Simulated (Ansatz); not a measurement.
# H₃OSSb: functionals against CCSD(T) at one geometry

One table from this session's results is given with a row withheld; the runs are named, their logs left out.

Program: Ansatz 0.2.0, Gaussian basis. Level of theory: single points in def2-TZVPP. These are calculated values, not measurements.

Correlated methods freeze the cores. Filled d shells of the heavier atoms are correlated. Core potentials replace the inner electrons past krypton, and spin-orbit coupling is left out.

## The starting structure

SMILES `O[S][SbH2]`, 6 atoms, charge 0, spin multiplicity 1.

Atoms are counted from 1 here; the program's logs count them from 0.

Bond lengths: O1–S2 1.705 Å, O1–H4 0.862 Å, S2–Sb3 2.383 Å, Sb3–H5 1.662 Å, Sb3–H6 1.760 Å. Angles: S2–O1–H4 111.3°, O1–S2–Sb3 91.8°, S2–Sb3–H5 97.7°, S2–Sb3–H6 90.3°, H5–Sb3–H6 81.9°.

Geometry (Å):

```xyz
6
H3OSSb
O    -0.11960   -1.85560   -0.15180
S    -1.02440   -0.41770   -0.01290
Sb    0.95160    0.89250    0.22440
H    -0.62780   -2.55000   -0.10980
H     0.69270    1.92200   -1.05480
H     0.03980    2.13010    1.08080
```

Set-up of the first run:

Input file run/in.yaml:

```yaml
crystal:
  periodic: [false, false, false]
  atoms:
    - {symbol: O, position_ang: [-0.119600, -1.855600, -0.151800]}
    - {symbol: S, position_ang: [-1.024400, -0.417700, -0.012900]}
    - {symbol: Sb, position_ang: [0.951600, 0.892500, 0.224400]}
    - {symbol: H, position_ang: [-0.627800, -2.550000, -0.109800]}
    - {symbol: H, position_ang: [0.692700, 1.922000, -1.054800]}
    - {symbol: H, position_ang: [0.039800, 2.130100, 1.080800]}
basis:
  gaussian: {orbitals: def2-TZVPP}
correlation: {method: ccsd_t}
output: {forces: true}
```

No record of the launch command was kept for these runs.

Steps of the session up to this table: CCSD(T)/def2-TZVPP; PBE0-D4/def2-TZVPP; wB97M-V/def2-TZVPP; r2SCAN-D4/def2-TZVPP; PBE-D4/def2-TZVPP; CAM-B3LYP-D4/def2-TZVPP; r2SCAN0-D4/def2-TZVPP.

One table of the session follows, with a row left open; its other results are not shown here.

```
      method  RMS force component (eV/Å)  angle to CCSD(T) forces (°)  dipole (D)
     CCSD(T)                       2.523                    reference        0.48
     PBE0-D4                       2.521                          3.7        0.55
     wB97M-V                       2.516                          2.6        0.53
   r2SCAN-D4                           ?                            ?           ?
      PBE-D4                       2.665                          4.8        0.61
CAM-B3LYP-D4                       2.512                          3.1        0.57
  r2SCAN0-D4                       2.442                          4.7        0.55
```

**Question.** Estimate the row for r2SCAN-D4.

The run gave: RMS force component (eV/Å): 2.531; angle to CCSD(T) forces (°): 2.1; dipole (D): 0.61. In the column «RMS force component (eV/Å)» it lies between CCSD(T) (2.523) and PBE-D4 (2.665).
